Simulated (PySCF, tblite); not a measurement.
# C₆H₁₁O₂ radical: geometry, infrared bands and EPR parameters

Aim: predict the infrared bands and EPR parameters of C₆H₁₁O₂ radical (`C[C](C)COC(C)=O`).

Programs: tblite 0.8.0 and PySCF 2.14.0, with density-fitted response routines of our own. Each step states its level of theory. These are calculated values for one molecule in the gas phase, unless marked as measured. Atoms are numbered from 0 throughout.

### 1 Starting geometry

19 atoms, charge 0, multiplicity 2; geometry from: force field or distance geometry start.

Bonds of the start (Å): C0–C1 1.50, C1–C2 1.49, C1–C3 1.50, C3–O4 1.43, O4–C5 1.41, C5–C6 1.47, C5–O7 1.27, C0–H8 1.09, C0–H9 1.14, C0–H10 1.13, C2–H11 1.10, C2–H12 1.12, C2–H13 1.12, C3–H14 1.11, C3–H15 1.11, C6–H16 1.13, C6–H17 1.11, C6–H18 1.10.

### 2 Geometry optimisation with GFN2-xTB

What the job is given:

```
{"job": {"kind": "relax", "xc": "GFN2-xTB", "basis": "xTB"}, "charge": 0, "multiplicity": 2}
C     -1.702700    -1.431900    -0.041600
C     -1.482100     0.024100     0.225200
C     -2.625100     0.803900    -0.338800
C     -0.173500     0.575100    -0.255600
O      0.947600    -0.086600     0.338800
C      2.214200     0.369700    -0.071400
C      3.463900    -0.213700     0.448500
O      2.311100     1.320800    -0.900200
H     -0.955800    -2.120200     0.362900
H     -2.748400    -1.678700     0.344100
H     -1.794900    -1.619100    -1.150900
H     -2.254600     1.723200    -0.817700
H     -3.205900     0.166000    -1.053900
H     -3.372800     1.044600     0.465100
H     -0.057600     0.496000    -1.360600
H     -0.124300     1.638200     0.069000
H      4.326400     0.351200    -0.003700
H      3.598900    -0.082100     1.544200
H      3.625800    -1.271300     0.204200
```

On the command line:

```console
> OMP_NUM_THREADS=1 python probes_run.py task.json out
```

This one command runs all jobs of the session in turn.

**Question.** This job is followed by: GFN2-xTB harmonic vibrations, gas phase; UKS B3LYP, pcH-1 on C H O, non-relativistic, mean-field spin-orbit, GIAO. Predict these results of the whole session: strongest single infrared mode (GFN2-xTB); zero-point energy (GFN2-xTB); g(iso) (B3LYP); ⟨S²⟩; largest a(iso) (averaged by class); potential on the surface of density 0.002 e/bohr³, 1st and 99th percentile.

As calculated:

```
                                                                  quantity                  value
                                 strongest single infrared mode (GFN2-xTB)  1777 cm⁻¹, 407 km/mol
                                              zero-point energy (GFN2-xTB)          97.8 kcal/mol
                                                            g(iso) (B3LYP)                2.00247
                                                                      ⟨S²⟩     0.754 (exact 0.75)
                                        largest a(iso) (averaged by class)    13C on C1, 91.4 MHz
potential on the surface of density 0.002 e/bohr³, 1st and 99th percentile     -1.67 V and 0.84 V
```

Over 199 steps the energy fell by 1.022 eV; of the close pairs, O4–C5 changed most, 1.407 to 1.330 Å. The lowest mode is slightly imaginary (17i cm⁻¹), a soft motion within the noise of the Hessian, so the minimum is not strictly shown. The strongest single mode, at 1777 cm⁻¹, moves mainly C5 and O7. Unscaled tight-binding wavenumbers are off by several per cent, some by more. Its intensities can rank the bands wrongly. Most of the unpaired spin sits on C1 (0.96 e). The isotropic g lies 0.2 ppt above the free-electron value. These values are for one conformer; the search (at its own cheap level) found 2 more, at 0.02, 0.99 kcal/mol (those within 0.05 may be mirror or relabelled copies), and measured spectra average over such forms.
